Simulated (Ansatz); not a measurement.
# CH8FSi2: the cost of one run

Program: Ansatz 0.2.0. Level of theory: UKS PBE0-D4/def2-SVP. These are calculated values, not measurements.

## Step 1: The structure to begin with

Bond lengths: Si2–Si3 2.290 Å, C4–F5 1.361 Å, Si2–H6 1.467 Å, Si2–H7 1.464 Å, Si3–H8 1.464 Å, Si3–H9 1.469 Å, Si3–H10 1.468 Å, C4–H11 1.085 Å, C4–H12 1.085 Å. Angles: Si2–Si3–H8 110.3°, Si2–Si3–H9 115.2°, Si2–Si3–H10 109.4°, H8–Si3–H9 106.9°, H8–Si3–H10 108.4°, H9–Si3–H10 106.4°, Si3–Si2–H6 119.1°, Si3–Si2–H7 119.8°, H6–Si2–H7 105.4°, F5–C4–H11 109.7°, F5–C4–H12 109.5°, H11–C4–H12 114.2°.

Coordinates:

```xyz
12

H     0.5512    0.9493    0.3798
Si    0.9908   -0.8701    0.2592
Si   -0.9178   -1.8457   -0.5463
C     0.0936    2.2635    0.3409
F    -0.4736    2.4050   -0.8887
H     1.4072   -1.1476    1.6387
H     2.2209   -0.9151   -0.5337
H    -1.1892   -1.3828   -1.9087
H    -0.8996   -3.3140   -0.5889
H    -2.0531   -1.4692    0.3045
H     0.9354    2.9418    0.4367
H    -0.6656    2.3848    1.1066
```

## Step 2: Pulling towards end A

Springs on the bonds that form and break draw the guess towards this end; the thresholds are loose.

The input, input.yaml:

```yaml
crystal:
  periodic: [false, false, false]
  atoms:
    - { symbol: H, position_ang: [0.5512, 0.9493, 0.3798] }
    - { symbol: Si, position_ang: [0.9908, -0.8701, 0.2592] }
    - { symbol: Si, position_ang: [-0.9178, -1.8457, -0.5463] }
    - { symbol: C, position_ang: [0.0936, 2.2635, 0.3409] }
    - { symbol: F, position_ang: [-0.4736, 2.405, -0.8887] }
    - { symbol: H, position_ang: [1.4072, -1.1476, 1.6387] }
    - { symbol: H, position_ang: [2.2209, -0.9151, -0.5337] }
    - { symbol: H, position_ang: [-1.1892, -1.3828, -1.9087] }
    - { symbol: H, position_ang: [-0.8996, -3.314, -0.5889] }
    - { symbol: H, position_ang: [-2.0531, -1.4692, 0.3045] }
    - { symbol: H, position_ang: [0.9354, 2.9418, 0.4367] }
    - { symbol: H, position_ang: [-0.6656, 2.3848, 1.1066] }
magnetization:
  spin_polarized: true
  initial_magnetization: 1
basis:
  gaussian: { orbitals: def2-SVP }
hamiltonian:
  xc: pbe0
  dispersion: d4
relax:
  f_tol: 0.15
  max_steps: 25
  restrain:
    - { distance: [0, 3], at: 2.37, k: 30.0 }
    - { distance: [1, 0], at: 1.42, k: 30.0 }
```

Launch:

```bash
> ansatz run input.yaml --threads 4 --pin off --max-ram 5120MiB --backend cpu --events-out ev --progress --plain --runs-dir out
```

Q: Estimate wall time and peak memory on 4 threads of Arm Neoverse N1, shared host.

About 49 s, with a peak of 0.3 GiB.
